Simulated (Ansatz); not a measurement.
Write a Python script for Ansatz's Python interface that makes a rigid torsion scan of BH₄OPSi, SMILES B[SiH]1OP1. Use (for the species named): r2SCAN, def2-SVP basis, multiplicity 1.

```xyz
8

B    -0.6109    1.1985   -0.2702
Si    0.8103   -0.0196   -0.2196
O     0.7071   -0.9122    1.2195
P     0.3074   -2.1121    0.0808
H    -0.7143    2.1173    0.4847
H    -1.5069    1.1348   -1.0964
H     2.2389    0.3409   -0.4996
H    -1.1395   -1.8047    0.2450
```

`bh4opsi_torsion.py`
```python
from dataclasses import dataclass
import warnings

import ansatz as az
from ase import Atoms


@dataclass(frozen=True)
class RunConfig:
    basis_set: str = "def2-SVP"
    functional: str = "r2SCAN"
    force_tol: float = 0.02


settings = RunConfig()

warnings.simplefilter("ignore", az.DeckWarning)

atoms = Atoms(["B", "Si", "O", "P", "H", "H", "H", "H"], positions=[
    (-0.6109, 1.1985, -0.2702),
    (0.8103, -0.0196, -0.2196),
    (0.7071, -0.9122, 1.2195),
    (0.3074, -2.1121, 0.0808),
    (-0.7143, 2.1173, 0.4847),
    (-1.5069, 1.1348, -1.0964),
    (2.2389, 0.3409, -0.4996),
    (-1.1395, -1.8047, 0.245),
])

first = (
    az.Crystal.molecule_from_ase(atoms).calculation()
    .basis(gaussian=settings.basis_set)
    .functional(settings.functional)
    .accuracy("medium")
    .relax(force_tolerance=settings.force_tol, max_steps=80)
)
atoms.positions = first.run(threads=1).report["positions_ang"]

start = atoms.get_dihedral(2, 1, 0, 4)
energies = {}
for turn in range(0, 360, 40):
    turned = atoms.copy()
    turned.set_dihedral(2, 1, 0, 4, start + turn, indices=[0, 4, 5])
    model = (
        az.Crystal.molecule_from_ase(turned).calculation()
        .basis(gaussian=settings.basis_set)
        .functional(settings.functional)
        .accuracy("medium")
    )
    energies[round((start + turn) % 360)] = model.run(threads=1).report["free_energy_ev"]
floor = min(energies.values())
print("dihedral O2-Si1-B0-H4 (deg)   E - E(min) (kcal/mol)")
for angle, e in sorted(energies.items()):
    print(f"{angle:8d} {23.060548 * (e - floor):14.3f}  " + "#" * int(30 * (e - floor) / max(max(energies.values()) - floor, 1e-9)))
```

```console
$ python bh4opsi_torsion.py
dihedral O2-Si1-B0-H4 (deg)   E - E(min) (kcal/mol)
       5          0.000
      45          5.867  ##########
      85         17.477  ##############################
     125         12.390  #####################
     165          2.362  ####
     205          2.157  ###
     245         12.172  ####################
     285         16.953  #############################
     325          5.895  ##########
```

Reading the output:
- These settings explore the input space; basis and method may be short of convergence.
- The scan is rigid and the energies are electronic, in a modest basis. With rigid groups the curve can differ much from the relaxed path, the start wasn't checked as a minimum of this torsion, and equivalent turns needn't return to the same energy.
- Finished in 2.1 min on 1 thread of Arm Neoverse V1 (shared host), peak memory 0.24 GiB.
